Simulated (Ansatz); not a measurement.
# SiGe3Ru: the cost of one run

Method: DFT PBE, scalar-relativistic, plane waves, PAW, in Ansatz 0.2.0.

## (1) The structure to begin with

Symmetry: P-6c2, No. 188, hexagonal system. The conventional cell has a = 6.020 Å, b = 6.020 Å, c = 5.392 Å, α = 90.00°, β = 90.00°, γ = 120.00°. Around Si (site symmetry 32) lie 6 Ge at 2.42 Å and 2 Si at 2.70 Å. Ge (site symmetry m) is surrounded by 2 Ru at 2.40 Å and 2 Si at 2.42 Å. Ru (site symmetry 32) is surrounded by 6 Ge at 2.40 Å and 2 Ru at 2.70 Å.

As a file:

```cif
data_structure
_symmetry_space_group_name_H-M 'P 1'
_symmetry_Int_Tables_number 1
_cell_length_a 6.0202
_cell_length_b 6.0202
_cell_length_c 5.3919
_cell_angle_alpha 90.000
_cell_angle_beta 90.000
_cell_angle_gamma 120.000
_cell_volume 169.24
loop_
_atom_site_label
_atom_site_type_symbol
_atom_site_fract_x
_atom_site_fract_y
_atom_site_fract_z
_atom_site_occupancy
Si1 Si 0.00000 0.00000 0.50000 1
Si2 Si 0.00000 0.00000 0.00000 1
Ge1 Ge 0.33585 0.00587 0.75000 1
Ge2 Ge 0.67002 0.66415 0.75000 1
Ge3 Ge 0.99413 0.32998 0.75000 1
Ge4 Ge 0.99413 0.66415 0.25000 1
Ge5 Ge 0.33585 0.32998 0.25000 1
Ge6 Ge 0.67002 0.00587 0.25000 1
Ru1 Ru 0.66667 0.33333 0.00000 1
Ru2 Ru 0.66667 0.33333 0.50000 1
```

Recipe of the guess: species swapped into a database cell of LiScI3 (P-6c2, No. 188), with Si on the Li sites, Ru on the Sc sites and Ge on the I sites. Lengths come from tabulated atomic sizes and are only a guess.

## (2) A first look at the guess

The input, input.yaml:

```yaml
crystal:
  lattice:
    - [6.02017414, 0.0, 0.0]
    - [-3.01008707, 5.21362374, 0.0]
    - [0.0, 0.0, 5.39192821]
  atoms:
    - { symbol: Si, position: [0.0, 0.0, 0.5] }
    - { symbol: Si, position: [0.0, 0.0, 0.0] }
    - { symbol: Ge, position: [0.33585399, 0.00587, 0.75] }
    - { symbol: Ge, position: [0.67001601, 0.66414601, 0.75] }
    - { symbol: Ge, position: [0.99413, 0.32998399, 0.75] }
    - { symbol: Ge, position: [0.99413, 0.66414601, 0.25] }
    - { symbol: Ge, position: [0.33585399, 0.32998399, 0.25] }
    - { symbol: Ge, position: [0.67001601, 0.00587, 0.25] }
    - { symbol: Ru, position: [0.66666667, 0.33333333, 0.0] }
    - { symbol: Ru, position: [0.66666667, 0.33333333, 0.5] }
basis:
  ecutwfc: 420
kpoints:
  mp_grid: { grid: [3, 3, 4] }
hamiltonian:
  xc: pbe
scf:
  occupations: { method: gaussian, width: 0.1 }
  lower_state_search: "off"
output:
  forces: true
  stress: true
  eigenvalues: true
```

On the command line:

```bash
> ansatz run input.yaml --threads 1 --pin off --max-ram 2560MiB --backend cpu --events-out ev --progress --plain --runs-dir out
```

**Question.** How long does this run take on 1 thread of Intel Xeon at 2.50GHz (Skylake/Cascade Lake), shared host, and how much memory does it need?

About 16 s, with a peak of 0.47 GiB.
